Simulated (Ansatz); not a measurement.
**AlGa (singlet): wave-function methods side by side at distance Al1–Ga2 = 5.481 Å, cc-pVDZ**

One table from this session's results is given with a row withheld; the runs are named, their logs left out.

Method: cc-pVDZ, core rule «outside noble gas», up to 19 orbitals frozen; program: Ansatz 0.2.0, Gaussian basis.

Plan: UHF; CCSD(T) on RHF; CCSD(T) on UHF; BCCD(T) on RHF; CISD; CCSDT(Q) on RHF; CCSDT(Q) on UHF; CCSDTQ on RHF; CASSCF and MRCISD+Q, 2 electrons in 2 orbitals; CASSCF and NEVPT2, 2 electrons in 2 orbitals; CASSCF and MRCISD+Q, 6 electrons in 8 orbitals; CASSCF and NEVPT2, 6 electrons in 8 orbitals; Full CI.

34 further runs of the same task are left out: 5 for a known fault of the program, 1 for a mislabelled method, 21 that didn't finish, 7 set aside as unsound or not needed.

### What is computed

The geometry derives from a PBE0/def2-TZVP stationary point (not a proven minimum). One bond is set to the value named and the two fragments are kept rigid. No spin-orbit coupling is included. The filled d shell of Ga may be among the frozen orbitals whatever the setting's name suggests; the logs give the count.

2 atoms, charge 0, spin multiplicity 1.

Atoms are counted from 1 here; the program's logs count them from 0.

No contacts short enough for the rule that draws bonds.

Set-up of the first run:

Input file in.yaml:

```yaml
crystal:
  periodic: [false, false, false]
  atoms:
    - {symbol: Al, position_ang: [0.000000, 0.000000, 0.000000]}
    - {symbol: Ga, position_ang: [0.000000, 0.000000, 5.481000]}
basis:
  gaussian: {orbitals: cc-pVDZ}
magnetization: {spin_polarized: true, initial_magnetization: 0}
hamiltonian: {xc: hf}
output: {orbitals: {seedname: orbitals}}
```

The run is started by

```
$ ansatz run in.yaml --threads 1 --pin off --events-out ev --progress --plain --max-ram 2393MiB
```

Steps of the session up to this table: UHF; CCSD(T) on RHF; CCSD(T) on UHF; BCCD(T) on RHF; CISD; CCSDT(Q) on RHF; CCSDT(Q) on UHF; CCSDTQ on RHF; CASSCF and MRCISD+Q, 2 electrons in 2 orbitals; CASSCF and NEVPT2, 2 electrons in 2 orbitals; CASSCF and MRCISD+Q, 6 electrons in 8 orbitals; CASSCF and NEVPT2, 6 electrons in 8 orbitals; Full CI.

One table of the session follows, with a row left open; its other results are not shown here.

| method | from FCI (meV) |
| --- | --- |
| RHF | +4321.2 |
| UHF | +2530.1 |
| RMP2 | +1733.6 |
| UMP2 | +900.8 |
| CISD | +885.2 |
| RCCSD | +392.6 |
| UCCSD | +56.9 |
| RCCSD(T) | +41.9 |
| UCCSD(T) | +23.1 |
| BCCD(T) | +42.2 |
| RCCSDT | ? |
| UCCSDT | +2.3 |
| RCCSDT(Q) | +6.8 |
| UCCSDT(Q) | -0.7 |
| RCCSDTQ | +1.9 |
| CASSCF pair | +2697.2 |
| NEVPT2 pair | +872.4 |
| FCI | 0 |

Q: Estimate the row for RCCSDT from the others.

**Answer.** from FCI (meV): +24.1. In the column «from FCI (meV)» it lies between UCCSD(T) (+23.1) and RCCSD(T) (+41.9).

Not comparable, so not listed: CASSCF and MRCISD+Q, 2 electrons in 2 orbitals (they don't share determinant, frozen orbitals or solution with the rows shown, or repeat one).

Caveats from the session: The determinant is far from a pure spin state, so its energy mixes those of several spin states (harmless only where they are near-degenerate, as at dissociation). The report flags that the cluster equations may have other roots. Left out of the table: CASSCF valence, NEVPT2 valence, MRCISD valence, MRCISD+Q valence (the active space lost an orbital or holds another state than full CI finds). The program flags RCCSD(T), BCCD(T), RCCSDT(Q), UCCSDT(Q), RCCSDTQ as in doubt, so those rows may rest on another solution; read them beside their warnings. Restricted and unrestricted rows rest on different reference determinants; where their highest levels disagree by more than a few hundredths of an eV, they describe different states and don't form one ladder. Warnings in the runs' records: passed over end.
